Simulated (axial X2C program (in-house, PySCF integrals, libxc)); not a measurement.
# SnSi⁺: bond curves with and without spin–orbit coupling, part 1 of 2

Aim: find the lowest determinant of SnSi⁺, scan the bond at several levels and fit the constants, once spin-free and once with spin–orbit coupling.

Method: all-electron X2C, Sn dyall-cv3z, Si dyall-v3z; program: an in-house X2C program for linear molecules on PySCF integrals.

All values are calculated.

### Step 1. The job

Input file task.json:

```json
{"zs": [50, 14], "q": 1, "bas": ["dyall-cv3z", "dyall-v3z"], "levels": ["PBE0", "HF", "r2SCAN0"], "cc": true, "r0": 2.56, "thr": -1.0, "nmax": 90, "npts": 10, "nst": 2, "ntry": 6}
```

Keys: zs atomic numbers; q charge; bas basis sets; levels methods (HF also brings MP2); cc coupled cluster on or off; r0 starting distance in Å; thr threshold in hartree for freezing inner shells (an s shell follows its p shell); nmax most natural virtual spinors; npts points asked for on the curve; nst determinants followed; ntry starts of the search.

The run is started by

```sh
$ python so2c.py task.json out
```

Spin-free means the one-electron spin-free X2C Hamiltonian; two-component (2c) means X2C with spin–orbit coupling and atomic mean-field two-electron Coulomb and Gaunt terms. Basis: Sn dyall-cv3z contracted to [11s12p9d4f1g], Si dyall-v3z contracted to [8s7p2d1f]; Gaussian nuclei, density fitting. Masses: Sn 119.902 u, Si 27.977 u.

Notation: σ, π±, δ± give the projection m of an orbital's angular momentum (0, ±1, ±2), α and β its spin, Λ and M_S the sums; ω is the projection of a spinor's total angular momentum and Ω the sum. Logs are in hartree.

The results follow Hamiltonian by Hamiltonian and level by level.

### Step 2. State search with PBE0

Determinants are compared with PBE0 at 2.560 Å.

Spin-free determinants:

| ΔE (eV) | state | open shells |
| --- | --- | --- |
| 0.00 | M_S = 3/2, Λ = 0 | beyond closed shells: σα, π+α, π-α |
| 0.37 | M_S = 1/2, Λ = 0 | beyond closed shells: σβ, π+α, π-α |
| 0.69 | M_S = 1/2, Λ = 1 | beyond closed shells: π+α |
| 0.80 | M_S = 1/2, Λ = 0 | beyond closed shells: σα, π+β, π-α |
| 0.80 | M_S = 1/2, Λ = 2 | beyond closed shells: σα, π+α, π+β |
| 1.68 | M_S = 1/2, Λ = 1 | beyond closed shells: π+α, π+β, π-α |
| 2.10 | M_S = 3/2, Λ = 2 | beyond closed shells: σα, 2 × π+α |

Two-component determinants:

```
ΔE (eV)    state                                  open shells
   0.00  Ω = 3/2                excess of +ω over −ω: ω = 3/2
   0.39  Ω = 1/2  excess of +ω over −ω: 2 × ω = -1/2, ω = 3/2
   0.59  Ω = 1/2                excess of +ω over −ω: ω = 1/2
   0.80  Ω = 5/2   excess of +ω over −ω: 2 × ω = 1/2, ω = 3/2
   0.96  Ω = 1/2                excess of +ω over −ω: ω = 1/2
   2.31  Ω = 7/2   excess of +ω over −ω: ω = 1/2, 2 × ω = 3/2
   2.67  Ω = 5/2  excess of +ω over −ω: ω = -1/2, 2 × ω = 3/2
```

### Step 3. PBE0, spin-free

State followed: M_S = 3/2, Λ = 0 (beyond closed shells: σα, π+α, π-α). The scan is laid around 2.551 Å, a first estimate of the minimum, and this SCF restarts from the orbitals of the search.

The SCF at the reference distance of 2.551 Å:

```text
spin-free X2C-1e  PBE0
basis functions 175  fitting functions 949  grid points 5082
iter        total energy     max residual
   1      -6465.885216593     2.94e-01
   2      -6465.916602709     1.98e-03
   3      -6465.916616983     7.24e-04
   4      -6465.916621235     3.01e-04
   5      -6465.916622374     1.88e-04
   6      -6465.916623368     1.07e-05
   7      -6465.916623372     4.08e-06
   8      -6465.916623372     1.80e-06
converged
one-electron -9168.22685909  Coulomb 2744.04576750  exact exchange -46.02543124  xc functional -140.91748888  nuclear repulsion 145.20738834
```

Along the bond, energies from the lowest point:

| R (Å) | E (eV) | μ (D) | HOMO (eV) | LUMO (eV) | iterations |
| --- | --- | --- | --- | --- | --- |
| 2.219 | 0.6522 | 1.92 | -12.49 | -9.39 | 12 |
| 2.321 | 0.2635 | 1.95 | -12.43 | -9.20 | 12 |
| 2.398 | 0.1002 | 1.97 | -12.22 | -9.19 | 12 |
| 2.474 | 0.0188 | 1.99 | -12.03 | -9.17 | 11 |
| 2.551 | 0.0000 | 2.01 | -11.86 | -9.14 | 8 |
| 2.640 | 0.0370 | 2.03 | -11.66 | -9.09 | 11 |
| 2.730 | 0.1192 | 2.06 | -11.49 | -9.04 | 11 |
| 2.844 | 0.2693 | 2.12 | -11.28 | -8.97 | 11 |
| 2.985 | 0.4915 | 2.19 | -11.06 | -8.87 | 11 |
| 3.189 | 0.8433 | 2.34 | -10.78 | -8.71 | 12 |

Dipoles are positive if Si is the positive end and refer to the centre of mass.

Outer orbitals at the reference distance:

```
symmetry  occupied  ε (eV)              atomic character
     δ-α       yes  -35.14                     100% Sn d
     δ+α       yes  -35.14                     100% Sn d
      σα       yes  -35.12                     100% Sn d
     π+α       yes  -35.09                     100% Sn d
     π-α       yes  -35.09                     100% Sn d
     δ-β       yes  -35.03                     100% Sn d
     δ+β       yes  -35.03                     100% Sn d
      σβ       yes  -34.96                     100% Sn d
     π+β       yes  -34.93                     100% Sn d
     π-β       yes  -34.93                     100% Sn d
      σα       yes  -20.68   44% Si s, 39% Sn s, 7% Sn p
      σβ       yes  -18.69   48% Sn s, 36% Si s, 6% Si p
      σα       yes  -17.06  41% Sn s, 34% Si s, 11% Si p
      σβ       yes  -15.33  41% Si s, 34% Sn s, 12% Sn p
      σα       yes  -12.40   47% Si p, 40% Sn p, 7% Sn s
     π+α       yes  -11.86   54% Si p, 39% Sn p, 3% Sn d
     π-α       yes  -11.86   54% Si p, 39% Sn p, 3% Sn d
      σβ        no   -9.14   46% Si p, 42% Sn p, 6% Si s
     π-β        no   -8.78   57% Sn p, 39% Si p, 2% Si d
     π+β        no   -8.78   57% Sn p, 39% Si p, 2% Si d
     π-α        no   -8.10   54% Sn p, 38% Si p, 4% Sn d
```

PBE0 fields in the half plane through the axis: z from -2.4 to 4.8 Å across, distance from the axis 0.15 to 2.25 Å upwards; Sn lies at z = 0 and Si at z = 2.551 Å; the ELF is damped to zero where the density is low.

log10 density (e/bohr³). Ten even steps from ' ' (-4.61 ) to '@' (1.82 ):
```
      ....::::::::::::::::::::::::::::::....      
  ....::::::::----------------------::::::......  
  ..::::::------------------------------::::::..  
....::------==========================------::....
..::::--======++++++======================--::::..
..::----====++******++++====++++++++++====----::..
::::--====++**######**++++++++++****++++====--::::
::::--====++##%%@@%%##++++++++**%%%%**++====----::
```

ELF. Ten even steps from ' ' (0.00 ) to '@' (0.95 ):
```
          ..::::::::::::::::::::::::....          
      ..--====================++++++====::..      
    ::==******++++++++++++++****########**==..    
  ::++######**++====++++****##%%%%%%@@%%%%##++..  
..==##%%%%**==--::::--++**##%%%%%%%%@@@@@@%%##==  
::**%%%%##==::--==--::--**##%%++::::**@@@@@@%%**::
--##%%%%**--==##%%##==::++##++  ----  ##@@@@@@##--
==##%%%%++--**==##==**::==##::--%%%%----@@@@@@%%==
```

Re = 2.540 Å, ωe = 317 cm⁻¹, ωexe = 1.11 cm⁻¹, Be = 0.1152 cm⁻¹, De = 2.79 eV, μ = 2.00 D.

### Step 4. HF, spin-free

The SCF at the reference distance of 2.551 Å:

```text
spin-free X2C-1e  HF
basis functions 175  fitting functions 949  grid points 5082
iter        total energy     max residual
   1      -6463.075428226     2.70e-01
   2      -6463.100385912     5.03e-03
   3      -6463.101345901     1.66e-03
   4      -6463.101510370     8.80e-04
   5      -6463.101555725     5.60e-04
   6      -6463.101582031     3.90e-04
   7      -6463.101590893     2.93e-04
   8      -6463.101596942     2.09e-04
   9      -6463.101600948     9.20e-05
  10      -6463.101602092     3.84e-05
  11      -6463.101602211     2.32e-05
  12      -6463.101602229     8.96e-06
  13      -6463.101602231     2.94e-06
  14      -6463.101602231     1.14e-06
converged
one-electron -9167.00985560  Coulomb 2742.89043386  exact exchange -184.18956883  xc functional 0.00000000  nuclear repulsion 145.20738834
```

No constants are quoted: the solution changes its character somewhere along the scan, so the fit is set aside.

### Step 5. r2SCAN0, spin-free

The SCF at the reference distance of 2.551 Å:

```text
spin-free X2C-1e  r2SCAN0
basis functions 175  fitting functions 949  grid points 5082
iter        total energy     max residual
   1      -6466.327386688     8.29e-02
   2      -6466.330252272     1.45e-03
   3      -6466.330146865     2.71e-03
   4      -6466.330299616     1.09e-03
   5      -6466.330332215     1.46e-04
   6      -6466.330332597     6.83e-05
   7      -6466.330332739     2.33e-05
   8      -6466.330332774     1.28e-05
   9      -6466.330332781     6.59e-06
  10      -6466.330332782     1.06e-06
converged
one-electron -9168.14342204  Coulomb 2743.98634912  exact exchange -46.03362383  xc functional -141.34702437  nuclear repulsion 145.20738834
```

Re = 2.525 Å, ωe = 325 cm⁻¹, ωexe = 1.11 cm⁻¹, Be = 0.1166 cm⁻¹, De = 2.77 eV, μ = 2.12 D.

### Step 6. Correlated methods, spin-free

Correlated methods: 7 electrons correlated (frozen shells, counted by type: Sn 4 s, 3 p, 2 d; Si 2 s, 1 p), 231 virtual spinors in MP2, 89 natural virtuals in coupled cluster.

Output of the correlated part at 2.551 Å:

```text
correlated 7  virtual 231  natural virtual 89  E(MP2) -0.123272295  MP2 remainder -0.002268582
iter   CCSD correlation   residual
   1     -0.138196928   1.26e-01
   2     -0.144894964   4.98e-02
   3     -0.145462923   1.55e-02
   4     -0.145734049   8.40e-03
   5     -0.145775510   3.96e-03
   6     -0.145784702   1.51e-03
   7     -0.145800019   6.03e-04
   8     -0.145796940   2.32e-04
   9     -0.145796756   7.98e-05
  10     -0.145796877   2.65e-05
  11     -0.145797159   9.05e-06
  12     -0.145797250   3.36e-06
  13     -0.145797276   1.32e-06
  14     -0.145797275   5.27e-07
(T) -0.009048449  T1 0.0340  D1 0.0531  max T2 0.105
```

T1 in the output is the amplitude norm over the root of the electron number; divide by √2 for the Lee–Taylor value.

MP2: No constants are quoted: the reference changes its character somewhere along the scan, so the fit is set aside.

CCSD: No constants are quoted: the reference changes its character somewhere along the scan, so the fit is set aside.

CCSD(T): No constants are quoted: the reference changes its character somewhere along the scan, so the fit is set aside.

### Step 7. A higher determinant, spin-free

State: M_S = 1/2, Λ = 0 (beyond closed shells: σβ, π+α, π-α).

Output at the reference distance:

```text
spin-free X2C-1e  PBE0
basis functions 175  fitting functions 949  grid points 5082
iter        total energy     max residual
   1      -6465.871653772     2.94e-01
   2      -6465.902966556     1.89e-03
   3      -6465.902980595     6.53e-04
   4      -6465.902984108     2.92e-04
   5      -6465.902985713     1.55e-04
   6      -6465.902986562     9.16e-06
   7      -6465.902986564     2.53e-06
   8      -6465.902986564     1.52e-06
converged
one-electron -9168.12429339  Coulomb 2743.94515996  exact exchange -46.02240230  xc functional -140.90883917  nuclear repulsion 145.20738834
```

| R (Å) | E above the lowest PBE0 point (eV) |
| --- | --- |
| 2.219 | 0.997 |
| 2.321 | 0.616 |
| 2.398 | 0.459 |
| 2.474 | 0.384 |
| 2.551 | 0.371 |
| 2.640 | 0.414 |
| 2.730 | 0.501 |
| 2.844 | 0.656 |
| 2.985 | 0.879 |

Re = 2.531 Å, ωe = 320 cm⁻¹, ωexe = 1.19 cm⁻¹, Be = 0.116 cm⁻¹, μ = 1.99 D. ⟨S²⟩ = 1.78 against 0.75 for a pure state, so this determinant mixes spins. Te = 0.37 eV.

### Step 8. The spin-free curves together

Energy (eV) of the followed determinant, spin-free, from each level's lowest point:

| R (Å) | PBE0 | HF (jumps) | MP2 (its reference jumps) | CCSD (its reference jumps) | CCSD(T) (its reference jumps) | r2SCAN0 |
| --- | --- | --- | --- | --- | --- | --- |
| 2.219 | 0.652 | 0.679 | 0.696 | n/a | n/a | 0.611 |
| 2.321 | 0.264 | 0.268 | 0.281 | 0.298 | 0.315 | 0.235 |
| 2.398 | 0.100 | 0.097 | 0.106 | 0.118 | 0.130 | 0.081 |
| 2.474 | 0.019 | 0.014 | 0.019 | 0.026 | 0.032 | 0.009 |
| 2.551 | 0.000 | 0.000 | 0.000 | 0.000 | 0.000 | 0.000 |
| 2.640 | 0.037 | 0.048 | 0.042 | 0.033 | 0.025 | 0.048 |
| 2.730 | 0.119 | 0.147 | 0.134 | 0.114 | 0.098 | 0.141 |
| 2.844 | 0.269 | 0.325 | 0.303 | 0.267 | 0.236 | 0.305 |
| 2.985 | 0.491 | 0.587 | 0.565 | n/a | n/a | 0.543 |
| 3.189 | 0.843 | 0.964 | 1.128 | n/a | n/a | 0.916 |

(Continued in part 2 of 2.)
